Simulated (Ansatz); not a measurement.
# AlClH3OSi radical: an energy map over bond length Si1–O2 and angle H5–Si1–O2

A grid of calculations on AlClH₃OSi, SMILES [SiH3][O][Al][Cl], spin multiplicity 2, to see where the energy is lowest and how it rises around there.

Computed with Ansatz 0.2.0. Level: UKS PBE-D4/def2-SVP.

### Step 1. The system as given

7 atoms, charge 0, spin multiplicity 2.

Atoms are counted from 1 here; the program's logs count them from 0.

Bond lengths: Si1–O2 1.669 Å, Si1–H5 1.505 Å, Si1–H6 1.505 Å, Si1–H7 1.504 Å, O2–Al3 1.710 Å, Al3–Cl4 2.131 Å. Angles: O2–Si1–H5 110.2°, O2–Si1–H6 110.2°, O2–Si1–H7 109.7°, H5–Si1–H6 108.7°, H5–Si1–H7 109.0°, H6–Si1–H7 109.0°, Si1–O2–Al3 166.3°, O2–Al3–Cl4 119.4°.

Coordinates:

```
Si   -0.00404    0.90884   -0.74943
O     0.01658   -0.47858    0.17736
Al    0.04511   -2.08444    0.76419
Cl    0.03501   -2.42839    2.86680
H     1.21236    0.96134   -1.63485
H    -1.23457    0.93663   -1.61617
H    -0.00926    2.11659    0.14641
```

This geometry comes from a loose relaxation at PBE in a small basis, which is not shown.

### Step 3. The grid

The axes are (1) bond length Si1–O2: 15 values from 1.435 to 2.336 Å; (2) angle H5–Si1–O2: 15 values from 65.2 to 155.2 °.

Nothing else is relaxed (all other coordinates rigid). Energies count from the relaxed molecule at the same level.

(The set-up runs are not shown.)

### Step 4. Grid point bond length Si1–O2 = 1.757 Å, angle H5–Si1–O2 = 97.4°

File input.yaml:

```yaml
crystal:
  periodic: [false, false, false]
  atoms:
    - { symbol: Si, position_ang: [-0.004044, 0.908843, -0.74943] }
    - { symbol: O, position_ang: [0.017677, -0.552062, 0.226446] }
    - { symbol: Al, position_ang: [0.046205, -2.15792, 0.813271] }
    - { symbol: Cl, position_ang: [0.036107, -2.50187, 2.915885] }
    - { symbol: H, position_ang: [1.285874, 0.668258, -1.487395] }
    - { symbol: H, position_ang: [-1.234566, 0.936635, -1.616166] }
    - { symbol: H, position_ang: [-0.009256, 2.116586, 0.146406] }
magnetization:
  spin_polarized: true
  initial_magnetization: 1
basis:
  gaussian: { orbitals: def2-SVP }
hamiltonian:
  xc: pbe
  dispersion: d4
output:
  forces: true
```

On the command line:

```sh
$ ansatz run input.yaml --threads 1 --pin off --max-ram 2560MiB --backend cpu --events-out ev --progress --plain --runs-dir out
```

The session goes on with these runs: the other points that were computed.

Before running it: what results should come out? Wanted: lowest point; largest force on an atom.

**Answer**, as computed:

```
                                            quantity                                                                                                                                                    value
                                        lowest point                                                                                       bond length Si1–O2 = 1.692 Å, angle H5–Si1–O2 = 110.2°, 0.8 kJ/mol
highest computed point (blank points may lie higher)                                                                      bond length Si1–O2 = 2.336 Å, angle H5–Si1–O2 = 155.2°, 369 kJ/mol above the lowest
                     largest force on an atom (eV/Å)  0.6 at bond length Si1–O2 = 1.692 Å, angle H5–Si1–O2 = 110.2° to 17.0 at bond length Si1–O2 = 1.435 Å, angle H5–Si1–O2 = 65.2°; 0.6 at the lowest point
                             time for the whole task                                                                                                                          26 min on 1 thread, shared host
```

**Reading.** The lowest computed point is at bond length Si1–O2 = 1.692 Å, angle H5–Si1–O2 = 110.2°, 0.8 kJ/mol from the relaxed molecule at the same level. The grid is coarse, so the lowest point of the scanned range may lie between grid points; coordinates that were held can hide deeper minima. No other kind of well shows on this grid. The highest computed point, bond length Si1–O2 = 2.336 Å, angle H5–Si1–O2 = 155.2°, lies 369 kJ/mol above the lowest. Round the minimum the two coordinates are nearly uncoupled.
